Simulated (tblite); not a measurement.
# C7H19P: the cost of one run

The runs use tblite 0.8.0 and PySCF 2.14.0, with density-fitted response routines of our own; the level of theory stands in each step. All values are computed, except where a source is named. Atoms are numbered from 0 throughout.

## 1. The molecule as given

27 atoms, charge 0, multiplicity 1; geometry from: force field or distance geometry start.

Bonds of the start (Å): C0–C1 1.49, C1–P2 1.76, P2–C3 1.84, P2–C4 1.75, P2–C5 1.73, P2–C6 1.87, C6–C7 1.49, C0–H8 1.13, C0–H9 1.13, C0–H10 1.08, C1–H11 1.12, C1–H12 1.14, C3–H13 1.09, C3–H14 1.12, C3–H15 1.10, C4–H16 1.11, C4–H17 1.13, C4–H18 1.13, C5–H19 1.12, C5–H20 1.12, C5–H21 1.11, C6–H22 1.12, C6–H23 1.08, C7–H24 1.10, C7–H25 1.12, C7–H26 1.11.

## 2. Geometry optimisation with GFN2-xTB

What the job is given:

```
{"job": {"kind": "relax", "xc": "GFN2-xTB", "basis": "xTB"}, "charge": 0, "multiplicity": 1}
C     -2.196200     0.825200    -1.001700
C     -1.753700     0.372000     0.347300
P     -0.061700    -0.076600     0.528300
C     -0.894700    -1.703100     0.282100
C      0.965200    -1.207300     1.391000
C      0.376000    -0.384500    -1.115200
C      0.941100     1.479100     0.277700
C      2.380200     1.189100     0.015400
H     -3.262800     0.485500    -1.176000
H     -2.261200     1.953300    -1.011700
H     -1.624000     0.490300    -1.851200
H     -2.541000    -0.340900     0.702000
H     -1.977500     1.264500     1.028300
H     -1.650600    -1.656800    -0.508700
H     -1.320800    -1.903200     1.303700
H     -0.169400    -2.472000    -0.019900
H      1.612200    -1.788800     0.700000
H      0.428700    -1.985800     2.010100
H      1.674800    -0.759000     2.150600
H      1.371700    -0.893300    -1.125800
H      0.532500     0.544000    -1.727400
H     -0.281700    -1.037200    -1.723100
H      0.902000     2.052600     1.238600
H      0.557200     2.077500    -0.534000
H      2.538900     0.775100    -0.991800
H      2.900000     2.177300     0.006700
H      2.794700     0.549500     0.816800
```

Launch:

```
$ OMP_NUM_THREADS=1 python probes_run.py task.json out
```

This one command runs all jobs of the session in turn.

**Question.** How long does this first job take on 1 thread of Intel Xeon Platinum 8488C, shared host, and how much memory does it need?

About 1.9 s, with a peak of 0.18 GiB.
